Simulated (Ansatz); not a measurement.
**CH5B2N: up Jacob's ladder to CCSD(T)**

An exercise on one series of results from a longer session: the logs are not shown, and one member is left open.

Program: Ansatz 0.2.0, Gaussian basis. Level of theory: functionals in def2-TZVPP, the program's frozen cores in correlated methods. These are calculated values, not measurements.

Levels to be run: LDA (SPW92), PBE-D4, revPBE-D4, BLYP-D4, r2SCAN-D4, B97M-V, PBE0-D4, B3LYP-D4, r2SCANh-D4, r2SCAN0-D4, HSE06-D4, BHLYP-D4, CAM-B3LYP-D4, LC-ωPBE, ωB97X-V, ωB97M-V, B2PLYP, PBE-QIDH; CCSD(T)/def2-SVP; CCSD(T)/def2-TZVPP; MP2/def2-QZVPP; extrapolation to the limit; RPA on PBE.

## Structure used throughout

All runs share one geometry, relaxed beforehand with PBE0-D4 in a triple-zeta def2 set.

SMILES `BBC=N`, 9 atoms, charge 0, spin multiplicity 1.

Atoms are counted from 1 here; the program's logs count them from 0.

Bond lengths: B1–B2 1.634 Å, B1–H5 1.199 Å, B1–H6 1.199 Å, B2–C3 1.562 Å, B2–H7 1.203 Å, C3–N4 1.274 Å, C3–H8 1.099 Å, N4–H9 1.023 Å. Angles: B2–B1–H5 121.5°, B2–B1–H6 122.2°, H5–B1–H6 116.3°, B1–B2–C3 122.8°, B1–B2–H7 121.0°, C3–B2–H7 116.2°, B2–C3–N4 124.8°, B2–C3–H8 119.1°, N4–C3–H8 116.0°, C3–N4–H9 111.5°.

The first run:

Contents of in.yaml:

```yaml
crystal:
  periodic: [false, false, false]
  atoms:
    - {symbol: B, position_ang: [-0.625779, 1.257157, -0.702426]}
    - {symbol: B, position_ang: [0.513595, 0.107466, -0.477299]}
    - {symbol: C, position_ang: [0.236650, -1.215829, 0.305828]}
    - {symbol: N, position_ang: [0.118893, -1.301036, 1.571194]}
    - {symbol: H, position_ang: [-1.286914, 1.296087, -1.702107]}
    - {symbol: H, position_ang: [-0.852214, 2.101777, 0.118634]}
    - {symbol: H, position_ang: [1.631393, 0.251957, -0.898173]}
    - {symbol: H, position_ang: [0.183210, -2.163221, -0.248143]}
    - {symbol: H, position_ang: [0.169665, -0.380558, 2.015293]}
basis:
  gaussian: {orbitals: def2-TZVPP}
hamiltonian: {xc: lda}
output: {orbitals: {seedname: orbitals}}
```

Among the steps run: LDA; PBE-D4 (GGA); revPBE-D4 (GGA); BLYP-D4 (GGA); r2SCAN-D4 (meta-GGA); B97M-V (meta-GGA); PBE0-D4 (hybrid); B3LYP-D4 (hybrid); r2SCANh-D4 (hybrid); r2SCAN0-D4 (hybrid); HSE06-D4 (hybrid); BHLYP-D4 (hybrid); CAM-B3LYP-D4 (range-separated); LC-ωPBE (range-separated); ωB97X-V (range-separated); ωB97M-V (range-separated); B2PLYP (double hybrid); PBE-QIDH (double hybrid).

One table of the session follows, with a row left open; its other results are not shown here.

It belongs to the step «Frontier levels by functional». 

```
  functional  HOMO (eV)  LUMO (eV)  gap (eV)
 LDA (SPW92)      -6.09      -3.33      2.77
      PBE-D4      -6.00      -3.05      2.95
   revPBE-D4      -5.96      -2.94      3.02
     BLYP-D4      -5.90      -2.90      3.00
   r2SCAN-D4          ?          ?         ?
      B97M-V      -6.42      -2.79      3.63
     PBE0-D4      -7.37      -2.09      5.28
    B3LYP-D4      -7.16      -2.30      4.85
  r2SCANh-D4      -6.75      -2.39      4.36
  r2SCAN0-D4      -7.55      -1.89      5.65
    HSE06-D4      -6.97      -2.47      4.50
    BHLYP-D4      -8.74      -1.04      7.70
CAM-B3LYP-D4      -8.78      -0.99      7.79
     LC-ωPBE     -10.12       0.22     10.34
     ωB97X-V      -9.79       0.12      9.91
     ωB97M-V      -9.70      -0.13      9.57
```

Estimate the missing values for r2SCAN-D4.

Worked estimate for «HOMO (eV)». Against the share of exact exchange, r2SCANh-D4 (0.1, -6.75), r2SCAN0-D4 (0.25, -7.55) give a slope of -5.33 per unit share; at 0 the line stands at -6.22.

The run gave: HOMO (eV): -6.24; LUMO (eV): -2.72; gap (eV): 3.51. In «HOMO (eV)» the line misses by +0.02.
